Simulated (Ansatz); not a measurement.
# C2H6S2Si: one species, many methods

How much do the methods differ for C2H6S2Si? The plan is to run it at one geometry with functionals of several rungs and with coupled cluster, and see how far each lands from CCSD(T) at the basis-set limit for the atomisation energy.

Method: functionals in def2-TZVPP, the program's frozen cores in correlated methods; program: Ansatz 0.2.0, Gaussian basis.

The runs, in order: PBE-D4, r2SCAN-D4, PBE0-D4, B3LYP-D4, ωB97X-V, ωB97M-V, B2PLYP; CCSD(T)/def2-TZVPP; MP2/def2-QZVPP; extrapolation to the limit.

## (1) The relaxed structure

All runs share one geometry, relaxed beforehand with PBE0-D4 in a triple-zeta def2 set.

11 atoms, charge 0, spin multiplicity 1.

Atoms are counted from 1 here; the program's logs count them from 0.

Bond lengths: C1–Si2 1.858 Å, C1–H6 1.092 Å, C1–H7 1.092 Å, C1–H8 1.094 Å, Si2–C3 1.880 Å, Si2–S5 2.150 Å, Si2–H9 1.488 Å, C3–S4 1.826 Å, C3–H10 1.091 Å, C3–H11 1.091 Å, S4–S5 2.117 Å. Angles: Si2–C1–H6 110.5°, Si2–C1–H7 110.2°, Si2–C1–H8 110.6°, H6–C1–H7 108.4°, H6–C1–H8 108.2°, H7–C1–H8 108.9°, C1–Si2–C3 112.6°, C1–Si2–S5 113.6°, C1–Si2–H9 110.7°, C3–Si2–S5 89.1°, C3–Si2–H9 116.7°, S5–Si2–H9 112.7°, Si2–C3–S4 92.7°, Si2–C3–H10 115.0°, Si2–C3–H11 116.3°, S4–C3–H10 110.7°, S4–C3–H11 110.5°, H10–C3–H11 110.4° and more.

## (2) PBE-D4 (GGA)

Contents of in.yaml:

```yaml
crystal:
  periodic: [false, false, false]
  atoms:
    - {symbol: C, position_ang: [-0.913814, 0.937699, -0.960800]}
    - {symbol: Si, position_ang: [0.582093, -0.024712, -0.424745]}
    - {symbol: C, position_ang: [0.205885, -1.228201, 0.969161]}
    - {symbol: S, position_ang: [0.640848, -0.007155, 2.255089]}
    - {symbol: S, position_ang: [1.873843, 1.061847, 0.906518]}
    - {symbol: H, position_ang: [-0.623392, 1.767273, -1.609363]}
    - {symbol: H, position_ang: [-1.431273, 1.345009, -0.089857]}
    - {symbol: H, position_ang: [-1.605431, 0.297083, -1.515686]}
    - {symbol: H, position_ang: [1.304909, -0.573305, -1.604408]}
    - {symbol: H, position_ang: [0.866442, -2.095065, 1.021028]}
    - {symbol: H, position_ang: [-0.834708, -1.537472, 1.073661]}
basis:
  gaussian: {orbitals: def2-TZVPP}
hamiltonian: {xc: pbe, dispersion: d4}
output: {forces: true, orbitals: {seedname: orbitals}}
```

On the command line:

```sh
> ansatz run in.yaml --threads 4 --pin off --events-out ev --progress --plain --max-ram 10444MiB
```

After this run come: r2SCAN-D4 (meta-GGA); PBE0-D4 (hybrid); B3LYP-D4 (hybrid); ωB97X-V (range-separated); ωB97M-V (range-separated); B2PLYP (double hybrid); CCSD(T) in def2-TZVPP; MP2 in def2-QZVPP.

Q: Predict the results of all the runs planned. Wanted: atomisation energy, CCSD(T)/CBS; farthest; mean size of error, hybrid; mean size of error, range-separated; gap, smallest and largest; T1 diagnostic; triples share of the correlation energy.

**Answer**, as computed:

| quantity | value |
| --- | --- |
| atomisation energy, CCSD(T)/CBS | 936.6 kcal/mol |
| functionals within 4.7 kcal/mol (0.5 %) | r2SCAN-D4, B3LYP-D4 |
| farthest | PBE-D4 (+18.2 kcal/mol) |
| mean size of error, hybrid | 5.1 kcal/mol |
| mean size of error, range-separated | 6.1 kcal/mol |
| gap, smallest and largest | 2.52 eV (PBE-D4), 9.11 eV (ωB97X-V) |
| T1 diagnostic | 0.0116 |
| triples share of the correlation energy | 4.6 % |

In words: PBE-D4 is off by +18.2 kcal/mol. Double hybrids carry the basis error of their MP2 part in triple zeta, and no dispersion term here, so their miss is partly the set-up's. Misses under about 4.7 kcal/mol are within the doubt on the reference itself, which lacks core-valence correlation, relativity and higher excitations. Hartree-Fock recovers 72 % of the binding; the rest is correlation. Orbital gaps span 2.5 to 9.1 eV; exact exchange widens them.
